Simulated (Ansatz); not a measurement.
**C₄H₃F₇: how energies converge with the basis set**

One table from this session's results is given with a row withheld; the runs are named, their logs left out.

Computed with Ansatz 0.2.0, Gaussian basis. Level: one geometry, several basis sets.

Levels to be run: PBE0-D4/def2-SVP; ωB97M-V/def2-SVP; PBE0-D4/def2-QZVPP; ωB97M-V/def2-QZVPP; the functionals' def2-TZVPP values are taken from earlier runs.

1 further run of the same task is left out (it didn't finish).

**The geometry**

An earlier PBE0-D4 in a triple-zeta def2 set relaxation fixed the geometry.

SMILES `FC(F)C(F)(F)CC(F)(F)F`, 14 atoms, charge 0, spin multiplicity 1.

Atoms are counted from 1 here; the program's logs count them from 0.

Bond lengths: F1–C2 1.350 Å, C2–F3 1.342 Å, C2–C4 1.536 Å, C2–H12 1.092 Å, C4–F5 1.352 Å, C4–F6 1.352 Å, C4–C7 1.516 Å, C7–C8 1.510 Å, C7–H13 1.091 Å, C7–H14 1.090 Å, C8–F9 1.342 Å, C8–F10 1.336 Å, C8–F11 1.333 Å. Angles: F1–C2–F3 108.5°, F1–C2–C4 108.9°, F1–C2–H12 109.4°, F3–C2–C4 109.0°, F3–C2–H12 109.2°, C4–C2–H12 111.8°, C2–C4–F5 107.1°, C2–C4–F6 108.1°, C2–C4–C7 115.9°, F5–C4–F6 107.5°, F5–C4–C7 110.9°, F6–C4–C7 107.1°, C4–C7–C8 116.9°, C4–C7–H13 107.1°, C4–C7–H14 108.5°, C8–C7–H13 107.8°, C8–C7–H14 107.8°, H13–C7–H14 108.5° and more.

Coordinates:

```tsv
atom	x (Å)	y (Å)	z (Å)
F1	0.01199	-0.34178	2.21796
C2	0.39988	0.70765	1.46226
F3	0.28229	1.82649	2.19424
C4	-0.52536	0.81004	0.24079
F5	-0.05852	1.81912	-0.52839
F6	-1.75601	1.16530	0.67400
C7	-0.68972	-0.45819	-0.57374
C8	0.55184	-1.01777	-1.22587
F9	1.49276	-1.34236	-0.32517
F10	0.24324	-2.13272	-1.89478
F11	1.10761	-0.16926	-2.09049
H12	1.44434	0.57712	1.17008
H13	-1.41091	-0.24052	-1.36318
H14	-1.10621	-1.23232	0.07109
```

Set-up of the first run:

The input, in.yaml:

```yaml
crystal:
  periodic: [false, false, false]
  atoms:
    - {symbol: F, position_ang: [0.011989, -0.341778, 2.217962]}
    - {symbol: C, position_ang: [0.399880, 0.707652, 1.462265]}
    - {symbol: F, position_ang: [0.282289, 1.826487, 2.194243]}
    - {symbol: C, position_ang: [-0.525361, 0.810039, 0.240788]}
    - {symbol: F, position_ang: [-0.058522, 1.819123, -0.528391]}
    - {symbol: F, position_ang: [-1.756012, 1.165296, 0.674004]}
    - {symbol: C, position_ang: [-0.689724, -0.458185, -0.573739]}
    - {symbol: C, position_ang: [0.551837, -1.017765, -1.225869]}
    - {symbol: F, position_ang: [1.492762, -1.342361, -0.325168]}
    - {symbol: F, position_ang: [0.243240, -2.132722, -1.894783]}
    - {symbol: F, position_ang: [1.107608, -0.169263, -2.090493]}
    - {symbol: H, position_ang: [1.444339, 0.577123, 1.170078]}
    - {symbol: H, position_ang: [-1.410910, -0.240522, -1.363183]}
    - {symbol: H, position_ang: [-1.106214, -1.232323, 0.071088]}
basis:
  gaussian: {orbitals: def2-SVP}
hamiltonian: {xc: pbe0, dispersion: d4}
output: {orbitals: {seedname: orbitals}}
```

The run is started by

```sh
$ ansatz run in.yaml --threads 4 --pin off --events-out ev --progress --plain --max-ram 66560MiB --backend cpu
```

Among the steps run: PBE0-D4 in def2-SVP; ωB97M-V in def2-SVP; PBE0-D4 in def2-QZVPP; ωB97M-V in def2-QZVPP.

One table of the session follows, with a row left open; its other results are not shown here.

It belongs to the step «Functionals by basis». 

```
functional       basis  HOMO (eV)  LUMO (eV)
   PBE0-D4    def2-SVP      -9.87       1.73
   PBE0-D4  def2-TZVPP     -10.03       1.24
   PBE0-D4  def2-QZVPP          ?          ?
   ωB97M-V    def2-SVP     -12.26       3.55
   ωB97M-V  def2-TZVPP     -12.44       2.75
   ωB97M-V  def2-QZVPP     -12.49       2.00
```

Estimate the missing values for PBE0-D4, def2-QZVPP.

As computed: HOMO (eV): -10.08; LUMO (eV): 0.82. In the column «HOMO (eV)» it lies between ωB97M-V, def2-SVP (-12.26) and PBE0-D4, def2-TZVPP (-10.03).
